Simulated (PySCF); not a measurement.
# C7H21N3STi (Ti(SMe)(NMe2)3): the cost of one run

Programs: PySCF 2.14.0, with density-fitted response routines of our own. Each step states its level of theory. These are calculated values for one molecule in the gas phase, unless marked as measured. Atoms count from 0, in the outputs and in this text.

### Step 1. The molecule as given

33 atoms, charge 0, multiplicity 1; geometry from: GFN2-xTB. The atoms were then displaced at random by about 0.03 Å, so the start is not that level's minimum.

Bonds of the start (Å): Ti0–S1 2.32, Ti0–N6 1.80, Ti0–N15 1.95, Ti0–N24 1.82, S1–C2 1.80, C2–H3 1.08, C2–H4 1.08, C2–H5 1.15, N6–C7 1.47, N6–C8 1.38, C7–H9 1.10, C7–H10 1.15, C7–H11 1.06, C8–H12 1.16, C8–H13 1.12, C8–H14 1.09, N15–C16 1.43, N15–C17 1.43, C16–H18 1.05, C16–H19 1.14, C16–H20 1.17, C17–H21 1.17, C17–H22 1.13, C17–H23 1.09, N24–C25 1.45, N24–C26 1.43, C25–H27 1.05, C25–H28 1.08, C25–H29 1.11, C26–H30 1.15 and more.

### Step 2. Optimising the geometry at PBE0-D3(BJ)/def2-SVP

The job: settings as JSON, then the geometry in Å.

```
{"job": {"xc": "PBE0", "basis": "def2-SVP", "d3": "d3bj", "grid": 1, "maxiter": 40, "shake": 0.03, "kind": "geom"}, "charge": 0, "multiplicity": 1}
Ti     0.023630     0.108600     0.361990
S      0.092250     0.447930     2.656380
C      1.264240    -0.912830     2.778070
H      1.372030    -1.532360     1.899360
H      1.075010    -1.506770     3.662430
H      2.310540    -0.464930     2.906640
N      1.674910     0.118970    -0.359800
C      2.566010     1.223100     0.011500
C      2.307610    -0.842130    -1.114390
H      3.387590     0.827810     0.619370
H      1.937330     1.905750     0.686370
H      2.925370     1.752480    -0.833850
H      1.541790    -1.653050    -1.417190
H      2.610270    -0.417910    -2.107160
H      3.188680    -1.298270    -0.656820
N     -0.909580     1.700150    -0.284230
C     -2.266440     1.801800     0.146650
C     -0.722650     2.363440    -1.534930
H     -2.545790     2.798250     0.350320
H     -2.463510     1.231920     1.109500
H     -3.040860     1.380810    -0.622880
H      0.365510     2.147840    -1.900700
H     -1.343960     1.999750    -2.412190
H     -0.905850     3.436270    -1.467700
N     -0.865660    -1.419590    -0.061430
C     -1.782590    -2.021560     0.886490
C     -1.411250    -1.616450    -1.369020
H     -2.786510    -1.724680     0.834060
H     -1.397460    -1.869120     1.882330
H     -1.748820    -3.115250     0.690030
H     -0.811650    -0.977120    -2.106200
H     -1.324540    -2.662090    -1.776060
H     -2.459920    -1.222540    -1.492670
```

Started as:

```sh
$ OMP_NUM_THREADS=2 python probes_run.py task.json out
```

The driver reads the jobs from task.json and runs them one after another.

**Question.** How long does this first job take on 2 threads of Intel Xeon Platinum 8259CL at 2.50GHz, shared host, and how much memory does it need?

About 25 min, with a peak of 2.7 GiB.
